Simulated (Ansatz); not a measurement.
This script makes a scan of the bond length of GeS with Ansatz's Python interface.

`run_scan.py`
```python
"""Potential curve of GeS along one bond."""

import warnings

import ansatz as az
from ase import Atoms
from ase.data import atomic_masses, atomic_numbers
import numpy as np

warnings.simplefilter("ignore", az.DeckWarning)

atoms = Atoms(["Ge", "S"], positions=[
    (0.0, 0.0, 0.0),
    (0.0, 0.0, 2.145),
])
system = az.Crystal.molecule_from_ase(atoms)

symbols = [site.symbol for site in system.cartesian_sites]
start = np.array([site.position_ang for site in system.cartesian_sites])
axis = (start[1] - start[0]) / np.linalg.norm(start[1] - start[0])
moving = [1]
lengths, energies = [1.888, 1.973, 2.059, 2.145, 2.231, 2.317, 2.402, 2.531], []
for length in lengths:
    xyz = start.copy()
    xyz[moving] += (length - np.linalg.norm(start[1] - start[0])) * axis
    point = az.Crystal.molecule()
    for symbol, xyz in zip(symbols, xyz):
        point = point.atom(symbol, xyz.tolist())
    model = (
        point.calculation()
        .basis(gaussian="def2-TZVP")
        .correlation("CCSD(T)")  # correlation on top of the mean field
    )
    data = model.run(threads=1).report
    energies.append(data["free_energy_ev"])
    print(f"r = {length:6.3f} A  E = {energies[-1]:.5f} eV  <S^2> = {abs(data['mean_field']['state']['spin_squared']):.3f}")

# quartic fit about the minimum
fit = np.polynomial.Polynomial.fit(lengths, np.array(energies) - min(energies), 4).convert()
roots = [r.real for r in fit.deriv().roots() if abs(r.imag) < 1e-9 and fit.deriv(2)(r.real) > 0]
r_e = min(roots, key=lambda r: abs(r - lengths[int(np.argmin(energies))]))
print(f"minimum of the fit at {r_e:.4f} A, force constant {fit.deriv(2)(r_e):.2f} eV/A^2")
m1, m2 = (atomic_masses[atomic_numbers[s]] for s in symbols)
mu = m1 * m2 / (m1 + m2)
print(f"harmonic wavenumber {521.4709 * np.sqrt(fit.deriv(2)(r_e) / mu):.0f} 1/cm, rotational constant {16.857629 / (mu * r_e ** 2):.4f} 1/cm")
```

Where along the scan is the Ge-S distance of lowest energy, and how steep are the two sides?

The lowest point is at 2.059 Å. At the shortest distance (1.89 Å) the energy is 0.33 eV higher, at the longest (2.53 Å) 1.69 eV.

The run itself:

```console
$ python run_scan.py
r =  1.888 A  E = -67303.31497 eV  <S^2> = 0.000
r =  1.973 A  E = -67303.60630 eV  <S^2> = 0.000
r =  2.059 A  E = -67303.64312 eV  <S^2> = 0.000
r =  2.145 A  E = -67303.50254 eV  <S^2> = 0.000
r =  2.231 A  E = -67303.24454 eV  <S^2> = 0.000
r =  2.317 A  E = -67302.91260 eV  <S^2> = 0.000
r =  2.402 A  E = -67302.54285 eV  <S^2> = 0.000
r =  2.531 A  E = -67301.95141 eV  <S^2> = 0.000
minimum of the fit at 2.0310 A, force constant 27.28 eV/A^2
harmonic wavenumber 578 1/cm, rotational constant 0.1837 1/cm
```

Notes:
- Total energies depend on the basis set; only differences at equal settings carry meaning.
- The basis set is modest, and single-reference methods fail as a bond breaks.
- The orbitals are restricted, so S² is zero by construction.
- Toward dissociation an unrestricted state can lie under the restricted one, by tenths of an eV for polar bonds under a functional and by 1 to 2 eV or more for others.
- S² is that of the Hartree-Fock reference.
- The spin state was assumed, and another may lie lower.
- Timing: 20 s on 1 thread of Arm Neoverse V2, with other jobs on the host, peak memory 0.27 GiB.

(Lines on the test bed's own set-up are left out of the output.)
